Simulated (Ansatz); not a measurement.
# C₃H₉FSi: a ladder of functionals and wavefunction methods

The task here is to estimate one member of a computed series from the others.

The runs use Ansatz 0.2.0, Gaussian basis; functionals in def2-TZVPP, the program's frozen cores in correlated methods.

The runs, in order: LDA (SPW92), PBE-D4, revPBE-D4, BLYP-D4, r2SCAN-D4, B97M-V, PBE0-D4, B3LYP-D4, r2SCANh-D4, r2SCAN0-D4, HSE06-D4, BHLYP-D4, CAM-B3LYP-D4, LC-ωPBE, ωB97X-V, ωB97M-V, B2PLYP, PBE-QIDH; CCSD(T)/def2-SVP; CCSD(T)/def2-TZVPP; MP2/def2-QZVPP; extrapolation to the limit; RPA on PBE.

## The relaxed structure

All runs share one geometry, relaxed beforehand with PBE0-D4 in a triple-zeta def2 set.

SMILES `C[Si](C)(C)F`, 14 atoms, charge 0, spin multiplicity 1.

Atoms are counted from 1 here; the program's logs count them from 0.

Bond lengths: C1–Si2 1.860 Å, C1–H6 1.093 Å, C1–H7 1.094 Å, C1–H8 1.093 Å, Si2–C3 1.860 Å, Si2–C4 1.860 Å, Si2–F5 1.613 Å, C3–H9 1.093 Å, C3–H10 1.093 Å, C3–H11 1.094 Å, C4–H12 1.094 Å, C4–H13 1.093 Å, C4–H14 1.093 Å. Angles: Si2–C1–H6 111.1°, Si2–C1–H7 110.8°, Si2–C1–H8 111.1°, H6–C1–H7 107.9°, H6–C1–H8 108.0°, H7–C1–H8 107.9°, C1–Si2–C3 111.6°, C1–Si2–C4 111.6°, C1–Si2–F5 107.3°, C3–Si2–C4 111.6°, C3–Si2–F5 107.3°, C4–Si2–F5 107.3°, Si2–C3–H9 111.1°, Si2–C3–H10 111.1°, Si2–C3–H11 110.8°, H9–C3–H10 108.0°, H9–C3–H11 107.9°, H10–C3–H11 107.9° and more.

Set-up of the first run:

File in.yaml:

```yaml
crystal:
  periodic: [false, false, false]
  atoms:
    - {symbol: C, position_ang: [-1.684185, 0.556352, 0.162049]}
    - {symbol: Si, position_ang: [0.117796, 0.334474, -0.244088]}
    - {symbol: C, position_ang: [1.174329, 0.370788, 1.286838]}
    - {symbol: C, position_ang: [0.410017, -1.208698, -1.241357]}
    - {symbol: F, position_ang: [0.559495, 1.586890, -1.160084]}
    - {symbol: H, position_ang: [-1.852311, 1.488844, 0.706609]}
    - {symbol: H, position_ang: [-2.046180, -0.266289, 0.785179]}
    - {symbol: H, position_ang: [-2.291415, 0.581552, -0.746242]}
    - {symbol: H, position_ang: [1.031357, 1.301905, 1.840853]}
    - {symbol: H, position_ang: [2.234431, 0.287230, 1.034731]}
    - {symbol: H, position_ang: [0.921340, -0.458639, 1.953262]}
    - {symbol: H, position_ang: [0.129911, -2.098778, -0.670946]}
    - {symbol: H, position_ang: [1.463148, -1.304665, -1.517161]}
    - {symbol: H, position_ang: [-0.180435, -1.199966, -2.160943]}
basis:
  gaussian: {orbitals: def2-TZVPP}
hamiltonian: {xc: lda}
output: {orbitals: {seedname: orbitals}}
```

Run with:

```
$ ansatz run in.yaml --threads 4 --pin off --events-out ev --progress --plain --max-ram 10444MiB
```

Steps of the session up to this table: LDA; PBE-D4 (GGA); revPBE-D4 (GGA); BLYP-D4 (GGA); r2SCAN-D4 (meta-GGA); B97M-V (meta-GGA); PBE0-D4 (hybrid); B3LYP-D4 (hybrid); r2SCANh-D4 (hybrid); r2SCAN0-D4 (hybrid); HSE06-D4 (hybrid); BHLYP-D4 (hybrid); CAM-B3LYP-D4 (range-separated); LC-ωPBE (range-separated); ωB97X-V (range-separated); ωB97M-V (range-separated); B2PLYP (double hybrid); PBE-QIDH (double hybrid).

One of the session's tables, all rows but one given; the rest of the session is left out.

It belongs to the step «Orbital energies across the functionals». 

```
  functional  HOMO (eV)  LUMO (eV)  gap (eV)
 LDA (SPW92)      -7.32       0.03      7.35
      PBE-D4      -7.20       0.16      7.36
   revPBE-D4      -7.15       0.24      7.39
     BLYP-D4      -7.11       0.13      7.24
   r2SCAN-D4      -7.51       0.99      8.50
      B97M-V      -7.59       0.28      7.87
     PBE0-D4      -8.58       0.92      9.50
    B3LYP-D4      -8.38       0.58      8.95
  r2SCANh-D4      -8.02       1.19      9.21
  r2SCAN0-D4          ?          ?         ?
    HSE06-D4      -8.18       0.56      8.74
    BHLYP-D4      -9.90       1.46     11.35
CAM-B3LYP-D4     -10.00       1.64     11.64
     LC-ωPBE     -11.35       2.96     14.31
     ωB97X-V     -11.00       2.71     13.71
     ωB97M-V     -10.85       2.28     13.12
```

Q: Estimate the row for r2SCAN0-D4 from the others.

Worked estimate for «HOMO (eV)». Against the share of exact exchange, r2SCAN-D4 (0, -7.51), r2SCANh-D4 (0.1, -8.02) give a slope of -5.10 per unit share; at 0.25 the line stands at -8.78.

As computed: HOMO (eV): -8.79; LUMO (eV): 1.47; gap (eV): 10.26. In «HOMO (eV)» the line misses by +0.01.
